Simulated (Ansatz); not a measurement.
# RuWO4: the cost of one run

All numbers below are computed with Ansatz 0.2.0 (DFT PBE, scalar-relativistic, plane waves, PAW).

## (1) The structure to begin with

The cell holds 18 atoms (O12Ru3W3): a = 5.597 Å, b = 5.597 Å, c = 7.304 Å, α = 71.87°, β = 71.87°, γ = 72.72°.

The sites of an ideal rutile lattice, at a guessed lattice constant, take 3 W, 3 Ru; 12 O (sublattices apart by semicolons), with a shake of 0.02 Å. Warren-Cowley parameters of the first shell (negative: unlike neighbours preferred): Ru-W +1.00. In a cell this small the draw can fall short of the order aimed at.

The coordinates stand in the first input below.

## (2) Relaxation without symmetry, coarse mesh

Cell and atoms move without symmetry, on a coarse mesh with loose thresholds.

File input.yaml:

```yaml
crystal:
  lattice:
    - [0.0, -4.69278924, 3.05031301]
    - [-4.69278924, 0.0, 3.05031301]
    - [-4.69278924, -4.69278924, -3.05031301]
  atoms:
    - { symbol: O, position: [0.2336572618, 0.2341284997, 0.4620641291] }
    - { symbol: O, position: [0.5770365977, 0.5617392051, 0.1274131922] }
    - { symbol: O, position: [0.9018823078, 0.8986435083, 0.7908561142] }
    - { symbol: O, position: [0.09139751, 0.0996224315, 0.2071139765] }
    - { symbol: O, position: [0.4325460457, 0.4409385608, 0.8686147479] }
    - { symbol: O, position: [0.7624473942, 0.7682733305, 0.5397107644] }
    - { symbol: O, position: [0.6402193137, 0.0251999818, 0.1661177993] }
    - { symbol: O, position: [0.9749437446, 0.3629155673, 0.8342485113] }
    - { symbol: O, position: [0.3110029098, 0.6894086826, 0.498770113] }
    - { symbol: O, position: [0.0197457033, 0.6414899441, 0.1662060254] }
    - { symbol: O, position: [0.3593812048, 0.9688480549, 0.8335297254] }
    - { symbol: O, position: [0.694500963, 0.3041175421, 0.5005494679] }
    - { symbol: Ru, position: [0.3356160797, 0.3405758208, 0.1640200132] }
    - { symbol: Ru, position: [0.6723213748, 0.6607900116, 0.830765972] }
    - { symbol: Ru, position: [0.9954489775, 0.997748273, 0.5034975606] }
    - { symbol: W, position: [0.3329656535, 0.3391392298, 0.6633616316] }
    - { symbol: W, position: [0.6621674901, 0.6649945749, 0.3313264167] }
    - { symbol: W, position: [0.0012834255, 0.9976952938, 0.0014849122] }
  symmetry: { detect: false }
basis:
  ecutwfc: 420
kpoints:
  mp_grid: { grid: [3, 3, 2], shift: [0.0, 0.0, 0.5] }
hamiltonian:
  xc: pbe
scf:
  occupations: { method: gaussian, width: 0.1 }
  lower_state_search: "off"
output:
  forces: true
  stress: true
  eigenvalues: true
relax:
  adjacent_minimum: "off"
  f_tol: 0.04
  max_steps: 50
  cell: { stress_tol: 0.3 }
```

Launch:

```
$ ansatz run input.yaml --threads 4 --pin off --max-ram 9216MiB --backend cpu --events-out ev --progress --plain --runs-dir out
```

**Question.** How long does this run take on 4 threads of Intel Xeon Platinum 8259CL at 2.50GHz (Skylake/Cascade Lake), shared host, and how much memory does it need?

About 1.8 min, with a peak of 0.82 GiB.
